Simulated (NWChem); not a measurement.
**ZrH2IO2F (SMILES [OH][Zr]([OH])([F])[I]): levels of theory compared**

Aim: a comparison of 3 runs (HF/def2-SVP, PBE0/def2-SVP, MP2/STO-3G) of ZrH2IO2F. 

The results are computed with NWChem 7.3.0.

## Step 1: The molecule

ZrH2IO2F has 7 atoms, charge 0, and is taken as a singlet. SMILES: `[OH][Zr]([OH])([F])[I]`. The coordinates come from a PBE0-D4/def2-TZVP relaxation. This is one conformer, not always the lowest.

Bond lengths: O1–Zr2 1.897 Å, Zr2–O3 1.897 Å, Zr2–F4 1.902 Å, Zr2–I5 2.747 Å, O1–H6 0.953 Å, O3–H7 0.953 Å. Angles: O1–Zr2–O3 111.1°, O1–Zr2–F4 108.6°, O1–Zr2–I5 109.2°, O3–Zr2–F4 108.6°, O3–Zr2–I5 109.2°, F4–Zr2–I5 110.1°, Zr2–O1–H6 170.6°, Zr2–O3–H7 170.3°.

## Step 2: Energy and forces at HF/def2-SVP (core potential) (run 1)

Contents of job.nw:

```
start job
title "FH2IO2Zr gradient"
memory total 2200 mb
charge 0

geometry noautosym nocenter noautoz
   O        0.259200       1.120800       1.237300
   Zr      -0.042400      -0.408100       0.155100
   O        0.443300      -0.075900      -1.648800
   F        1.020700      -1.840200       0.816500
   I       -2.704300      -1.079600       0.263800
   H        0.410100       1.968500       1.645800
   H        0.674700       0.246300      -2.515300
end

basis spherical bse
   * library def2-SVP
end

ecp bse
   Zr library def2-SVP
   I library def2-SVP
end

scf
   thresh 1e-08
   maxiter 80
   print low
end

task scf gradient
```

On the command line:

```
$ nwchem job.nw > job.out
```

Output:

```text
[...]
  functions       =   109
[...]
  wavefunction    = RHF
[...]
         Total SCF energy =   -593.608803685273
      One-electron energy =  -1517.249171469072
      Two-electron energy =    636.454392797766
 Nuclear repulsion energy =    287.185974986033
        Time for solution =     28.1s
[...]
                         RHF ENERGY GRADIENTS
    atom               coordinates                        gradient
                 x          y          z           x          y          z
   1 O       0.489817   2.118005   2.338158   -0.003266  -0.016970  -0.006903
   2 Zr     -0.080124  -0.771197   0.293097   -0.006102  -0.001506   0.000309
   3 O       0.837716  -0.143430  -3.115780   -0.004702  -0.007357   0.016320
   4 F       1.928843  -3.477474   1.542961   -0.002779   0.003823  -0.001767
   5 I      -5.110386  -2.040148   0.498510    0.011169   0.002985  -0.000528
   6 H       0.774977   3.719926   3.110111    0.002292   0.013148   0.005096
   7 H       1.274998   0.465440  -4.753228    0.003388   0.005877  -0.012527
 Task  times  cpu:       38.7s     wall:       38.7s
 Total times  cpu:       38.7s     wall:       38.7s
```

Run time: 39 s. Hardware: 1 thread of AMD EPYC 9R14 (Zen 4), shared host; peak memory 0.11 GiB.

## Step 3: Energy and forces at PBE0/def2-SVP (core potential) (run 2)

Contents of m1.nw:

```
START m1
TITLE "FH2IO2Zr"
memory 2200 mb
charge 0

GEOMETRY units angstroms noautosym nocenter noautoz
  O        0.259200       1.120800       1.237300
  Zr      -0.042400      -0.408100       0.155100
  O        0.443300      -0.075900      -1.648800
  F        1.020700      -1.840200       0.816500
  I       -2.704300      -1.079600       0.263800
  H        0.410100       1.968500       1.645800
  H        0.674700       0.246300      -2.515300
END

BASIS spherical bse
  * library def2-SVP
END

ECP bse
  Zr library def2-SVP
  I library def2-SVP
END

DFT
  xc pbe0
  mult 1
  grid fine
  convergence energy 1e-08
  maxiter 100
  mulliken
  print medium
END

TASK dft gradient
```

On the command line:

```
$ nwchem m1.nw > m1.out
```

Output:

```text
[...]
          Wavefunction type:  closed shell.
          No. of atoms     :     7
          No. of electrons :    64
[...]
          Charge           :     0
          Spin multiplicity:     1
[...]
          AO basis - number of functions:   109
[...]
              XC Information
              --------------
                         PBE0 Method XC Functional
                     Hartree-Fock (Exact) Exchange  0.250
          PerdewBurkeErnzerhof Exchange Functional  0.750
            Perdew 1991 LDA Correlation Functional  1.000 local
           PerdewBurkeErnz. Correlation Functional  1.000 non-local
[...]
 d= 0,ls=0.0,diis     1   -595.8217877516 -8.83D+02  2.62D-02  2.10D+00     3.1
[...]
 d= 0,ls=0.0,diis    10   -596.0905748836 -8.08D-09  6.27D-07  1.07D-08    23.2
         Total DFT energy =     -596.090574883613
      One electron energy =    -1518.190644696403
           Coulomb energy =      691.282232052626
    Exchange-Corr. energy =      -56.368137225870
 Nuclear repulsion energy =      287.185974986033
[...]
  wavefunction    = closed shell
                         DFT ENERGY GRADIENTS
    atom               coordinates                        gradient
                 x          y          z           x          y          z
   1 O       0.489817   2.118005   2.338158    0.000835   0.003027   0.002202
   2 Zr     -0.080124  -0.771197   0.293097   -0.000298   0.000429  -0.000133
   3 O       0.837716  -0.143430  -3.115780    0.001233   0.000645  -0.003683
   4 F       1.928843  -3.477474   1.542961   -0.000645   0.000773  -0.000365
   5 I      -5.110386  -2.040148   0.498510    0.001046   0.000175  -0.000008
   6 H       0.774977   3.719926   3.110111   -0.000867  -0.003895  -0.002356
   7 H       1.274998   0.465440  -4.753228   -0.001304  -0.001152   0.004343
[...]
```

Wall time 35 s (1 thread of AMD EPYC 9R14 (Zen 4), shared host); peak memory 0.14 GiB.

## Step 4: Energy and gradient at MP2/STO-3G (run 3)

Contents of fh2io2zr.nw:

```
start fh2io2zr
title "FH2IO2Zr"
memory total 2200 mb

geometry noautosym nocenter noautoz
   O        0.259200       1.120800       1.237300
   Zr      -0.042400      -0.408100       0.155100
   O        0.443300      -0.075900      -1.648800
   F        1.020700      -1.840200       0.816500
   I       -2.704300      -1.079600       0.263800
   H        0.410100       1.968500       1.645800
   H        0.674700       0.246300      -2.515300
end

basis "ao basis" spherical bse
   O library STO-3G
   Zr library STO-3G
   F library STO-3G
   I library STO-3G
   H library STO-3G
end

scf
   thresh 1e-08
   maxiter 80
   noprint "final vectors analysis"
end

mp2
   freeze core 35
   tight
end

task mp2 gradient
```

On the command line:

```
$ nwchem fh2io2zr.nw > fh2io2zr.out
```

Output:

```text
[...]
  functions       =    71
[...]
  wavefunction    = RHF
[...]
         Total SCF energy = -10601.174426557183
      One-electron energy = -16538.040999078323
      Two-electron energy =   4990.359789590859
 Nuclear repulsion energy =    946.506782930280
        Time for solution =     13.8s
[...]
          Total MP2 energy        -10601.406886716852
[...]
                         mp2 ENERGY GRADIENTS
    atom               coordinates                        gradient
                 x          y          z           x          y          z
   1 O       0.489817   2.118005   2.338158    0.017158   0.084875   0.044386
   2 Zr     -0.080124  -0.771197   0.293097   -0.021809  -0.022931   0.008135
   3 O       0.837716  -0.143430  -3.115780    0.025627   0.029770  -0.089095
   4 F       1.928843  -3.477474   1.542961    0.012656  -0.018192   0.008357
   5 I      -5.110386  -2.040148   0.498510   -0.006767  -0.000841  -0.000083
   6 H       0.774977   3.719926   3.110111   -0.010959  -0.052435  -0.024938
   7 H       1.274998   0.465440  -4.753228   -0.015906  -0.020246   0.053239
[...]
```

Wall time 40 s (1 thread of AMD EPYC 9R14 (Zen 4), shared host); peak memory 0.16 GiB.

## Step 5: Overview of the runs

```
run                           level  iteration cap  module    energy (Eh)  largest force (eV/Å)  wall time
  1    HF/def2-SVP (core potential)             80     scf    -593.608804                 0.957       39 s
  2  PBE0/def2-SVP (core potential)            100     dft    -596.090575                 0.241       35 s
  3                      MP2/STO-3G             80     mp2  -10601.406887                 5.007       40 s
```

## Step 6: Summary of results

| quantity | value |
| --- | --- |
| run 3: total energy | -10601.40689 Eh |
| run 3: dipole moment (of the density that the program reports) | 4.96 D |
| run 3: correlation energy (35 core orbitals frozen) | -232.5 mEh |
| run 3: largest force on an atom | 5.007 eV/Å |

What this shows: Some runs of one species differ in core potentials or relativity; totals across that change don't compare. In run 3 the basis is minimal, so the values are rough. In run 3 relativity is left out where basis or elements ask for it. All runs together took 1.9 min, the longest 40 s.
